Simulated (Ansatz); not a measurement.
# FH₂MoNS₂: up Jacob's ladder to CCSD(T)

One table from this session's results is given with a row withheld; the runs are named, their logs left out.

Method: functionals in def2-TZVPP, the program's frozen cores in correlated methods; program: Ansatz 0.2.0, Gaussian basis.

Plan: LDA (SPW92), PBE-D4, revPBE-D4, BLYP-D4, r2SCAN-D4, B97M-V, PBE0-D4, B3LYP-D4, r2SCANh-D4, r2SCAN0-D4, HSE06-D4, BHLYP-D4, CAM-B3LYP-D4, LC-ωPBE, ωB97X-V, ωB97M-V, B2PLYP, PBE-QIDH; CCSD(T)/def2-SVP; CCSD(T)/def2-TZVPP; MP2/def2-QZVPP; extrapolation to the limit; RPA on PBE.

## The relaxed structure

The geometry comes from an earlier relaxation with PBE0-D4 in a triple-zeta def2 set; it is a stationary point, not always the lowest conformer. Mo takes the def2 core potential; no spin-orbit term is included.

7 atoms, charge 0, spin multiplicity 1.

Atoms are counted from 1 here; the program's logs count them from 0.

Bond lengths: N1–Mo2 1.898 Å, N1–H6 1.010 Å, N1–H7 1.010 Å, Mo2–F3 1.846 Å, Mo2–S4 2.096 Å, Mo2–S5 2.096 Å. Angles: Mo2–N1–H6 123.4°, Mo2–N1–H7 123.4°, H6–N1–H7 112.2°, N1–Mo2–F3 110.4°, N1–Mo2–S4 107.5°, N1–Mo2–S5 107.5°, F3–Mo2–S4 110.4°, F3–Mo2–S5 110.4°, S4–Mo2–S5 110.5°.

Set-up of the first run:

File in.yaml:

```yaml
crystal:
  periodic: [false, false, false]
  atoms:
    - {symbol: N, position_ang: [-0.649520, 0.875156, 0.467330]}
    - {symbol: Mo, position_ang: [0.422965, -0.550273, -0.181456]}
    - {symbol: F, position_ang: [1.261559, -1.414224, 1.217372]}
    - {symbol: S, position_ang: [-0.839040, -1.874621, -1.205484]}
    - {symbol: S, position_ang: [1.842236, 0.271203, -1.487609]}
    - {symbol: H, position_ang: [-1.640657, 0.790383, 0.640750]}
    - {symbol: H, position_ang: [-0.336140, 1.834376, 0.503498]}
basis:
  gaussian: {orbitals: def2-TZVPP}
hamiltonian: {xc: lda}
output: {orbitals: {seedname: orbitals}}
```

Among the steps run: LDA; PBE-D4 (GGA); revPBE-D4 (GGA); BLYP-D4 (GGA); r2SCAN-D4 (meta-GGA); B97M-V (meta-GGA); PBE0-D4 (hybrid); B3LYP-D4 (hybrid); r2SCANh-D4 (hybrid); r2SCAN0-D4 (hybrid); HSE06-D4 (hybrid); BHLYP-D4 (hybrid); CAM-B3LYP-D4 (range-separated); LC-ωPBE-D4 (range-separated; the results give it without D4); ωB97X-V (range-separated); ωB97M-V (range-separated); B2PLYP (double hybrid); PBE-QIDH (double hybrid).

One table of the session follows, with a row left open; its other results are not shown here.

It belongs to the step «Frontier levels by functional». 

```
  functional  HOMO (eV)  LUMO (eV)  gap (eV)
 LDA (SPW92)      -6.47      -4.04      2.43
      PBE-D4      -6.32      -3.88      2.44
   revPBE-D4      -6.26      -3.82      2.44
     BLYP-D4      -6.14      -3.73      2.41
   r2SCAN-D4      -6.59      -3.91      2.69
      B97M-V      -6.64      -3.85      2.79
     PBE0-D4          ?          ?         ?
    B3LYP-D4      -7.20      -3.42      3.78
  r2SCANh-D4      -7.00      -3.66      3.34
  r2SCAN0-D4      -7.62      -3.29      4.33
    HSE06-D4      -7.05      -3.64      3.41
    BHLYP-D4      -8.39      -2.49      5.91
CAM-B3LYP-D4      -8.61      -2.25      6.36
     LC-ωPBE      -9.90      -1.31      8.59
     ωB97X-V      -9.57      -1.31      8.26
     ωB97M-V      -9.40      -1.29      8.11
```

Estimate the missing values for PBE0-D4.

**Answer.** HOMO (eV): -7.44; LUMO (eV): -3.27; gap (eV): 4.17. In the column «HOMO (eV)» it lies between r2SCAN0-D4 (-7.62) and B3LYP-D4 (-7.20).
